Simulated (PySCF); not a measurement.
# C4H3F3: the cost of one run

Computed with PySCF 2.14.0, with density-fitted response routines of our own, on a single molecule in the gas phase. Atoms count from 0, in the outputs and in this text.

## Step 1: The starting structure

10 atoms, charge 0, multiplicity 1; geometry from: GFN2-xTB. The atoms were then displaced at random by about 0.01 Å, so the start is not that level's minimum.

Bonds of the start (Å): C0–C1 1.20, C1–C2 1.46, C2–F3 1.37, C2–C4 1.52, C4–F5 1.34, C4–F6 1.36, C0–H7 1.07, C2–H8 1.12, C4–H9 1.08.

## Step 2: Optimising the geometry at PBE0-D3(BJ)/def2-SVP

What the job is given:

```
{"job": {"xc": "PBE0", "basis": "def2-SVP", "d3": "d3bj", "grid": 1, "shake": 0.01, "kind": "geom"}, "charge": 0, "multiplicity": 1}
C      2.110900     0.931580    -0.132280
C      1.162100     0.191740    -0.133160
C      0.022550    -0.722960    -0.173060
F      0.147080    -1.536540    -1.274090
C     -1.284740     0.054330    -0.256400
F     -2.333790    -0.743950     0.010420
F     -1.298320     1.030480     0.692390
H      2.919230     1.625370    -0.121550
H      0.036800    -1.367710     0.739690
H     -1.431380     0.516730    -1.225870
```

Command:

```sh
$ OMP_NUM_THREADS=1 python probes_run.py task.json out
```

This one command runs all jobs of the session in turn.

Q: Estimate the wall time and peak memory of this first job on 1 thread of Arm Neoverse V1, shared host.

About 39 s, with a peak of 0.46 GiB.
